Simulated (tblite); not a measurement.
# C3H9ClOSi2: the cost of one run

Computed with tblite 0.8.0 and PySCF 2.14.0, with density-fitted response routines of our own, on a single molecule in the gas phase. Atoms are numbered from 0 throughout.

### Step 1. The starting structure

16 atoms, charge 0, multiplicity 1; geometry from: force field or distance geometry start.

Bonds of the start (Å): C0–C1 1.30, C1–Si2 1.84, Si2–C3 1.83, C3–Cl4 1.80, C3–Si5 1.87, Si5–O6 1.74, C0–H7 1.10, C0–H8 1.08, C1–H9 1.11, Si2–H10 1.47, Si2–H11 1.49, C3–H12 1.09, Si5–H13 1.49, Si5–H14 1.47, O6–H15 0.98.

### Step 2. Relaxing the molecule with GFN2-xTB

The job: settings as JSON, then the geometry in Å.

```
{"job": {"kind": "relax", "xc": "GFN2-xTB", "basis": "xTB"}, "charge": 0, "multiplicity": 1}
C     -2.074800     1.209100    -0.063500
C     -2.157900    -0.025100     0.329100
Si    -0.792500    -1.258400     0.281800
C      0.827100    -0.633500    -0.305000
Cl     1.800000    -2.108600    -0.658200
Si     1.807200     0.241400     1.030300
O      2.905100     1.397700     0.346100
H     -2.969500     1.849300     0.035300
H     -1.208000     1.690900    -0.488500
H     -3.125200    -0.366800     0.757100
H     -0.637700    -1.838300     1.618600
H     -1.229700    -2.312800    -0.673400
H      0.802300    -0.064100    -1.238200
H      2.678700    -0.735100     1.733100
H      0.930600     0.894000     2.006400
H      2.436800     2.069000    -0.187500
```

Started as:

```sh
$ OMP_NUM_THREADS=1 python probes_run.py task.json out
```

One launch serves the whole session: the jobs run in the order shown.

**Question.** How long does this first job take on 1 thread of Arm Neoverse N1, shared host?

About 2.7 s.
